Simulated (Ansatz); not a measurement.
**C₃H₈MgO: a ladder of functionals and wavefunction methods**

One table from this session's results is given with a row withheld; the runs are named, their logs left out.

Program: Ansatz 0.2.0, Gaussian basis. Level of theory: functionals in def2-TZVPP, the program's frozen cores in correlated methods. These are calculated values, not measurements.

Levels to be run: LDA (SPW92), PBE-D4, revPBE-D4, BLYP-D4, r2SCAN-D4, B97M-V, PBE0-D4, B3LYP-D4, r2SCANh-D4, r2SCAN0-D4, HSE06-D4, BHLYP-D4, CAM-B3LYP-D4, LC-ωPBE, ωB97X-V, ωB97M-V, B2PLYP, PBE-QIDH; CCSD(T)/def2-SVP; CCSD(T)/def2-TZVPP; MP2/def2-QZVPP; extrapolation to the limit; RPA on PBE.

## The geometry

The geometry comes from an earlier relaxation with PBE0-D4 in a triple-zeta def2 set; it is a stationary point, not always the lowest conformer.

SMILES `C[CH2][Mg][O]C`, 13 atoms, charge 0, spin multiplicity 1.

Atoms are counted from 1 here; the program's logs count them from 0.

Bond lengths: C1–C2 1.530 Å, C1–H6 1.094 Å, C1–H7 1.094 Å, C1–H8 1.097 Å, C2–Mg3 2.090 Å, C2–H9 1.097 Å, C2–H10 1.097 Å, Mg3–O4 1.768 Å, O4–C5 1.375 Å, C5–H11 1.100 Å, C5–H12 1.100 Å, C5–H13 1.100 Å. Angles: C2–C1–H6 112.1°, C2–C1–H7 112.1°, C2–C1–H8 112.4°, H6–C1–H7 106.6°, H6–C1–H8 106.6°, H7–C1–H8 106.6°, C1–C2–Mg3 116.6°, C1–C2–H9 109.7°, C1–C2–H10 109.7°, Mg3–C2–H9 107.6°, Mg3–C2–H10 107.6°, H9–C2–H10 104.9°, C2–Mg3–O4 179.8°, Mg3–O4–C5 179.9°, O4–C5–H11 111.9°, O4–C5–H12 111.9°, O4–C5–H13 111.9°, H11–C5–H12 107.0° and more.

Set-up of the first run:

Contents of in.yaml:

```yaml
crystal:
  periodic: [false, false, false]
  atoms:
    - {symbol: C, position_ang: [-0.023139, 2.479640, 1.104520]}
    - {symbol: C, position_ang: [0.664698, 1.139382, 1.371894]}
    - {symbol: Mg, position_ang: [0.203834, -0.426504, 0.066174]}
    - {symbol: O, position_ang: [-0.181583, -1.755611, -1.034778]}
    - {symbol: C, position_ang: [-0.483214, -2.787205, -1.892394]}
    - {symbol: H, position_ang: [-1.113331, 2.399500, 1.153308]}
    - {symbol: H, position_ang: [0.217756, 2.875133, 0.113120]}
    - {symbol: H, position_ang: [0.267482, 3.250203, 1.828758]}
    - {symbol: H, position_ang: [1.753475, 1.273563, 1.358828]}
    - {symbol: H, position_ang: [0.433932, 0.802052, 2.390013]}
    - {symbol: H, position_ang: [0.070556, -3.704250, -1.641462]}
    - {symbol: H, position_ang: [-1.553366, -3.041705, -1.867467]}
    - {symbol: H, position_ang: [-0.236601, -2.538800, -2.935512]}
basis:
  gaussian: {orbitals: def2-TZVPP}
hamiltonian: {xc: lda}
output: {orbitals: {seedname: orbitals}}
```

Started as:

```console
> ansatz run in.yaml --threads 4 --pin off --events-out ev --progress --plain --max-ram 10444MiB
```

Among the steps run: LDA; PBE-D4 (GGA); revPBE-D4 (GGA); BLYP-D4 (GGA); r2SCAN-D4 (meta-GGA); B97M-V (meta-GGA); PBE0-D4 (hybrid); B3LYP-D4 (hybrid); r2SCANh-D4 (hybrid); r2SCAN0-D4 (hybrid); HSE06-D4 (hybrid); BHLYP-D4 (hybrid); CAM-B3LYP-D4 (range-separated); LC-ωPBE (range-separated); ωB97X-V (range-separated); ωB97M-V (range-separated); B2PLYP (double hybrid); PBE-QIDH (double hybrid).

One of the session's tables, all rows but one given; the rest of the session is left out.

It belongs to the step «Orbital energies across the functionals». 

| functional | HOMO (eV) | gap (eV) |
| --- | --- | --- |
| LDA (SPW92) | -5.61 | 3.99 |
| PBE-D4 | -5.45 | 4.00 |
| revPBE-D4 | -5.39 | 4.04 |
| BLYP-D4 | ? | ? |
| r2SCAN-D4 | -5.69 | 4.68 |
| B97M-V | -5.82 | 4.35 |
| PBE0-D4 | -6.70 | 5.96 |
| B3LYP-D4 | -6.53 | 5.52 |
| r2SCANh-D4 | -6.13 | 5.33 |
| r2SCAN0-D4 | -6.79 | 6.30 |
| HSE06-D4 | -6.30 | 5.21 |
| BHLYP-D4 | -7.77 | 7.58 |
| CAM-B3LYP-D4 | -8.06 | 8.03 |
| LC-ωPBE | -9.34 | 10.36 |
| ωB97X-V | -9.02 | 9.88 |
| ωB97M-V | -8.93 | 9.34 |

**Question.** Estimate the row for BLYP-D4.

Worked estimate for «HOMO (eV)». Against the share of exact exchange, B3LYP-D4 (0.2, -6.53), BHLYP-D4 (0.5, -7.77) give a slope of -4.13 per unit share; at 0 the line stands at -5.70.

**Answer.** HOMO (eV): -5.38; gap (eV): 3.97. In «HOMO (eV)» the line misses by -0.32.
